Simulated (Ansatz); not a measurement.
# TiC+ (quartet): wave-function methods side by side, def2-QZVPP

The task here is to estimate one member of a computed series from the others.

Method: def2-QZVPP, core rule «outside noble gas», up to 10 orbitals frozen; program: Ansatz 0.2.0, Gaussian basis.

The runs, in order: UHF; ROHF; CCSD(T) on UHF.

## The geometry

The geometry is a PBE0/def2-TZVP stationary point (not a proven minimum) of the parent state, kept for this charge and spin.

2 atoms, charge 1, spin multiplicity 4.

Atoms are counted from 1 here; the program's logs count them from 0.

Bond lengths: Ti1–C2 1.616 Å.

Set-up of the first run:

Input file in.yaml:

```yaml
crystal:
  periodic: [false, false, false]
  atoms:
    - {symbol: Ti, position_ang: [0.000000, 0.000000, 0.000000]}
    - {symbol: C, position_ang: [0.000000, 0.000000, 1.616200]}
basis:
  gaussian: {orbitals: "def2-QZVPP.json"}
total_charge: 1
magnetization: {spin_polarized: true, initial_magnetization: 3}
hamiltonian: {xc: hf}
output: {orbitals: {seedname: orbitals}}
```

Run with:

```bash
> ansatz run in.yaml --threads 1 --pin off --events-out ev --progress --plain --max-ram 4096MiB --backend cpu
```

Steps of the session up to this table: UHF; ROHF; CCSD(T) on UHF.

One of the session's tables, all rows but one given; the rest of the session is left out.

It belongs to the step «Misses and costs». 

| method | from UCCSD(T) (kcal/mol) |
| --- | --- |
| ROHF | ? |
| UHF | +142.41 |
| UMP2 | +34.26 |
| UCCSD | +9.57 |
| UCCSD(T) | 0 |

Q: Estimate the row for ROHF from the others.

As computed: from UCCSD(T) (kcal/mol): +151.34. In the column «from UCCSD(T) (kcal/mol)» it is the highest.
